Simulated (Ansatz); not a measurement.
# ClH₃NNbO₂: basis-set convergence

One table from this session's results is given with a row withheld; the runs are named, their logs left out.

The runs use Ansatz 0.2.0, Gaussian basis; one geometry, several basis sets.

Levels to be run: PBE0-D4/def2-SVP; ωB97M-V/def2-SVP; PBE0-D4/def2-QZVPP; ωB97M-V/def2-QZVPP; the functionals' def2-TZVPP values are taken from earlier runs.

## Structure used throughout

All runs share one geometry, relaxed beforehand with PBE0-D4 in a triple-zeta def2 set. Nb takes the def2 core potential; no spin-orbit term is included.

SMILES `[NH2][Nb](=[O])([OH])[Cl]`, 8 atoms, charge 0, spin multiplicity 1.

Atoms are counted from 1 here; the program's logs count them from 0.

Bond lengths: N1–Nb2 1.954 Å, N1–H6 1.011 Å, N1–H7 1.010 Å, Nb2–O3 1.688 Å, Nb2–O4 1.895 Å, Nb2–Cl5 2.319 Å, O4–H8 0.957 Å. Angles: Nb2–N1–H6 125.1°, Nb2–N1–H7 124.4°, H6–N1–H7 110.4°, N1–Nb2–O3 105.1°, N1–Nb2–O4 112.4°, N1–Nb2–Cl5 109.0°, O3–Nb2–O4 108.4°, O3–Nb2–Cl5 111.6°, O4–Nb2–Cl5 110.2°, Nb2–O4–H8 134.4°.

The first run:

Input file in.yaml:

```yaml
crystal:
  periodic: [false, false, false]
  atoms:
    - {symbol: N, position_ang: [-0.986314, 0.945772, 0.340712]}
    - {symbol: Nb, position_ang: [0.645217, -0.012798, -0.145975]}
    - {symbol: O, position_ang: [1.864258, 0.689152, 0.787413]}
    - {symbol: O, position_ang: [0.552128, -1.857049, 0.280767]}
    - {symbol: Cl, position_ang: [1.038322, 0.265565, -2.414016]}
    - {symbol: H, position_ang: [-1.903897, 0.764904, -0.043376]}
    - {symbol: H, position_ang: [-1.027717, 1.696936, 1.014287]}
    - {symbol: H, position_ang: [-0.089996, -2.549582, 0.124389]}
basis:
  gaussian: {orbitals: def2-SVP}
hamiltonian: {xc: pbe0, dispersion: d4}
output: {orbitals: {seedname: orbitals}}
```

Among the steps run: PBE0-D4 in def2-SVP; ωB97M-V in def2-SVP; PBE0-D4 in def2-QZVPP; ωB97M-V in def2-QZVPP.

One table of the session follows, with a row left open; its other results are not shown here.

It belongs to the step «Density functionals: the series». 

| functional | basis | HOMO (eV) |
| --- | --- | --- |
| PBE0-D4 | def2-SVP | -8.37 |
| PBE0-D4 | def2-TZVPP | -8.47 |
| PBE0-D4 | def2-QZVPP | ? |
| ωB97M-V | def2-SVP | -10.62 |
| ωB97M-V | def2-TZVPP | -10.75 |
| ωB97M-V | def2-QZVPP | -10.79 |

**Question.** Estimate the row for PBE0-D4, def2-QZVPP.

As computed: HOMO (eV): -8.50. In the column «HOMO (eV)» it lies between ωB97M-V, def2-SVP (-10.62) and PBE0-D4, def2-TZVPP (-8.47).
